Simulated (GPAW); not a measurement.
Crystal: HPbNO4.

```
H Pb N O
1.0
     3.85404    0.14384    0.09012
    -0.25320    5.52698    0.16471
    -0.48197   -1.92720    5.72025
H Pb N O
1 1 1 4
Cartesian
  -0.0083 2.5983 3.2335
  2.1473 2.6778 1.0046
  2.8237 3.6046 5.7249
  -0.4057 -0.9417 5.0623
  2.7256 -0.0852 0.8025
  -0.5912 2.3982 5.1009
  0.1280 2.5704 2.2622
```

The cell was built by a generator and needn't be a form met in nature.

Program: GPAW 26.7.0. Alike in all runs: task band structure; no spin polarisation; cell as given; k mesh 5 × 4 × 4; cutoff (eV) 800; smearing fermi-dirac 0.05 eV.

Order these runs on this cell by their pressure, lowest first.
A. level LDA; potentials or basis the program's PAW data sets (release 1.2.1) made for this functional, pw
B. level r2SCAN; potentials or basis GPAW PAW data sets (gpaw-data 1.2.1), pw
C. level PW91; potentials or basis PAW data sets generated in the run's folder for this functional, pw

A (-4.7 GPa), B (-2.6 GPa), C (-0.5 GPa).

Caveats: the PAW data sets were made with another functional, which shifts forces and pressure a little (some runs).

Runs at the PBE level aren't shown here.
